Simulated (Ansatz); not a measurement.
# C2H3NSi (SMILES C=[SiH]C#N): functionals against CCSD(T) at one geometry

Aim: energy, forces and dipole at a structure displaced at random from a GFN2-xTB minimum, from CCSD(T) and from density functionals.

Method: single points in def2-TZVPP; program: Ansatz 0.2.0, Gaussian basis.

Correlated methods freeze the cores. B3LYP uses VWN-RPA correlation.

**1. The system as given**

SMILES `C=[SiH]C#N`, 7 atoms, charge 0, spin multiplicity 1.

Atoms are counted from 1 here; the program's logs count them from 0.

Bond lengths: C1–Si2 1.635 Å, C1–H5 1.154 Å, C1–H6 1.102 Å, Si2–C3 1.976 Å, Si2–H7 1.130 Å, C3–N4 1.044 Å. Angles: Si2–C1–H5 118.5°, Si2–C1–H6 121.2°, H5–C1–H6 116.7°, C1–Si2–C3 112.3°, C1–Si2–H7 141.7°, C3–Si2–H7 101.5°, Si2–C3–N4 170.0°.

Coordinates:

```
C    -0.8254    0.9228   -0.1374
Si    0.3605   -0.1123   -0.5806
C     0.9605   -1.2526    0.9172
N     1.2587   -1.9932    1.5906
H    -1.2351    1.6591   -0.9254
H    -1.4754    0.7099    0.7263
H     1.2243   -0.2157   -1.3015
```

**2. CCSD(T)/def2-TZVPP**

File run/in.yaml:

```yaml
crystal:
  periodic: [false, false, false]
  atoms:
    - {symbol: C, position_ang: [-0.825400, 0.922800, -0.137400]}
    - {symbol: Si, position_ang: [0.360500, -0.112300, -0.580600]}
    - {symbol: C, position_ang: [0.960500, -1.252600, 0.917200]}
    - {symbol: N, position_ang: [1.258700, -1.993200, 1.590600]}
    - {symbol: H, position_ang: [-1.235100, 1.659100, -0.925400]}
    - {symbol: H, position_ang: [-1.475400, 0.709900, 0.726300]}
    - {symbol: H, position_ang: [1.224300, -0.215700, -1.301500]}
basis:
  gaussian: {orbitals: def2-TZVPP}
correlation: {method: ccsd_t}
output: {forces: true}
```

The run is started by

```bash
$ ansatz run in.yaml --threads 4 --pin off --events-out ev --progress --plain --max-ram 5222MiB
```

**3. PBE0-D4/def2-TZVPP**

Changes to run/in.yaml since step 2:

```diff
@@ -12,3 +12,3 @@
   gaussian: {orbitals: def2-TZVPP}
-correlation: {method: ccsd_t}
-output: {forces: true}
+hamiltonian: {xc: pbe0, dispersion: d4}
+output: {forces: true, orbitals: {seedname: orbitals}}
```

**4. wB97M-V/def2-TZVPP**

Changes to run/in.yaml since step 3:

```diff
@@ -12,3 +12,3 @@
   gaussian: {orbitals: def2-TZVPP}
-hamiltonian: {xc: pbe0, dispersion: d4}
-output: {forces: true, orbitals: {seedname: orbitals}}
+hamiltonian: {xc: {name: wB97M-V}}
+output: {forces: true}
```

**5. r2SCAN-D4/def2-TZVPP**

Changes to run/in.yaml since step 4:

```diff
@@ -12,3 +12,3 @@
   gaussian: {orbitals: def2-TZVPP}
-hamiltonian: {xc: {name: wB97M-V}}
+hamiltonian: {xc: r2scan, dispersion: d4}
 output: {forces: true}
```

**6. PBE-D4/def2-TZVPP**

Changes to run/in.yaml since step 5:

```diff
@@ -12,3 +12,3 @@
   gaussian: {orbitals: def2-TZVPP}
-hamiltonian: {xc: r2scan, dispersion: d4}
+hamiltonian: {xc: pbe, dispersion: d4}
 output: {forces: true}
```

**7. B3LYP-D4/def2-TZVPP**

Changes to run/in.yaml since step 6:

```diff
@@ -12,3 +12,3 @@
   gaussian: {orbitals: def2-TZVPP}
-hamiltonian: {xc: pbe, dispersion: d4}
+hamiltonian: {xc: {name: B3LYP}, dispersion: d4}
 output: {forces: true}
```

**8. BLYP-D4/def2-TZVPP**

Changes to run/in.yaml since step 7:

```diff
@@ -12,3 +12,3 @@
   gaussian: {orbitals: def2-TZVPP}
-hamiltonian: {xc: {name: B3LYP}, dispersion: d4}
+hamiltonian: {xc: {name: BLYP}, dispersion: d4}
 output: {forces: true}
```

(Steps that only read results are left out.)

What does the calculation give? Wanted: energy less free atoms, CCSD(T)/def2-TZVPP; RMS force component; RMS force error; HOMO and LUMO, PBE0-D4; T1 diagnostic.

As calculated:

| quantity | value |
| --- | --- |
| energy less free atoms, CCSD(T)/def2-TZVPP | -565.4 kcal/mol |
| RMS force component | 7.539 to 7.978 eV/Å over the methods |
| RMS force error | PBE0-D4 0.478, wB97M-V 0.562, r2SCAN-D4 0.348, PBE-D4 0.130, B3LYP-D4 0.531, BLYP-D4 0.198 eV/Å |
| HOMO and LUMO, PBE0-D4 | -7.64 and -2.21 eV |
| T1 diagnostic | 0.014 |

What this shows: Against CCSD(T) the functionals' energies less atoms differ by -42.6 to -22.4 kcal/mol, PBE-D4 by -42.6 kcal/mol. A larger basis would deepen the CCSD(T) value, while the functionals are nearly converged already, so the order here is not reliable. The forces of PBE-D4 come nearest to CCSD(T), those of wB97M-V are farthest. Frozen-core CCSD(T) forces in triple zeta carry basis errors of their own, and this is one geometry, so small gaps rank nothing. The restricted Hartree–Fock reference is unstable towards an unrestricted one at one or more of these structures.
